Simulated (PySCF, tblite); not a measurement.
**C7H11N3: geometry, infrared bands and NMR shifts**

Aim: predict the infrared bands and NMR shifts of C7H11N3 (`C=Cc1nn[nH]c1C(C)C`).

The runs use tblite 0.8.0 and PySCF 2.14.0, with density-fitted response routines of our own; the level of theory stands in each step. All values are computed, except where a source is named. Atoms count from 0, in the outputs and in this text.

### Step 1. Starting geometry

21 atoms, charge 0, multiplicity 1; geometry from: force field or distance geometry start.

Bonds of the start (Å): C0–C1 1.35, C1–C2 1.41, C2–N3 1.37, N3–N4 1.33, N4–N5 1.34, N5–C6 1.37, C6–C7 1.49, C7–C8 1.53, C7–C9 1.53, C6–C2 1.39, C0–H10 1.08, C0–H11 1.08, C1–H12 1.09, N5–H13 1.01, C7–H14 1.09, C8–H15 1.11, C8–H16 1.09, C8–H17 1.09, C9–H18 1.10, C9–H19 1.10, C9–H20 1.09.

### Step 2. Optimising the geometry with GFN2-xTB

What the job is given:

```
{"job": {"kind": "relax", "xc": "GFN2-xTB", "basis": "xTB"}, "charge": 0, "multiplicity": 1}
C      3.509000    -0.382900    -0.854800
C      2.183900    -0.494700    -0.614300
C      1.346000     0.557100    -0.187700
N      1.800300     1.841600    -0.015800
N      0.781100     2.589600     0.381800
N     -0.306400     1.804700     0.425800
C     -0.013800     0.512400     0.077900
C     -1.029600    -0.577000     0.059400
C     -2.132000    -0.290100    -0.963300
C     -1.635000    -0.820300     1.448300
H      4.085500    -1.237600    -1.168400
H      4.009900     0.569000    -0.749600
H      1.738000    -1.480700    -0.718000
H     -1.180500     2.216500     0.702500
H     -0.551100    -1.505600    -0.251600
H     -2.707000     0.614200    -0.688600
H     -2.842000    -1.118900    -1.020100
H     -1.716100    -0.138800    -1.963900
H     -2.177500     0.061700     1.813300
H     -0.840100    -1.046100     2.179100
H     -2.331400    -1.657200     1.430800
```

Command:

```sh
OMP_NUM_THREADS=1 python probes_run.py task.json out
```

One launch serves the whole session: the jobs run in the order shown.

**Question.** This job is followed by: GFN2-xTB harmonic vibrations, gas phase; GIAO PBE0/pcSseg-1 NMR shielding, non-relativistic, gas phase. What will the session give for the following? strongest single infrared mode (GFN2-xTB); zero-point energy (GFN2-xTB); ¹³C shifts against TMS (PBE0/pcSseg-1, means over atoms taken as alike); ¹H shifts against TMS (PBE0/pcSseg-1, means over atoms taken as alike); ¹⁵N shifts against NH3 (PBE0/pcSseg-1); surface potential, 1st and 99th percentile.

The runs gave:

```
                                                               quantity                                       value
                              strongest single infrared mode (GFN2-xTB)                        3030 cm⁻¹, 73 km/mol
                                           zero-point energy (GFN2-xTB)                              108.5 kcal/mol
¹³C shifts against TMS (PBE0/pcSseg-1, means over atoms taken as alike)  145.6, 143.7, 129.6, 122.1, 27.0, 25.9 ppm
 ¹H shifts against TMS (PBE0/pcSseg-1, means over atoms taken as alike)     10.74, 7.15, 6.71, 5.70, 3.07, 1.31 ppm
                                 ¹⁵N shifts against NH3 (PBE0/pcSseg-1)                     396.2, 381.0, 247.8 ppm
                                  surface potential, 1st and 99th percentile                          -1.93 V and 2.36 V
```

Relaxing lowered the energy by 0.163 eV in 34 steps; the close pair that moved most is N3–N4, from 1.325 to 1.271 Å. All 57 modes are real, so the xTB geometry is a minimum. The strongest single mode, at 3030 cm⁻¹, moves mainly H15 and H18. GFN2-xTB is a fitted tight-binding method: band positions and strengths are rough. Its intensities can rank the bands wrongly. NICS(1)zz of -30 ppm above the planar ring from C2 marks a diatropic (aromatic) ring current. At PBE0/pcSseg-1, counted by nearest atom on the grid, the HOMO lies on C0 23 %; C2, C6 about 17 % each, the LUMO on C0 25 %; C1 20 %.
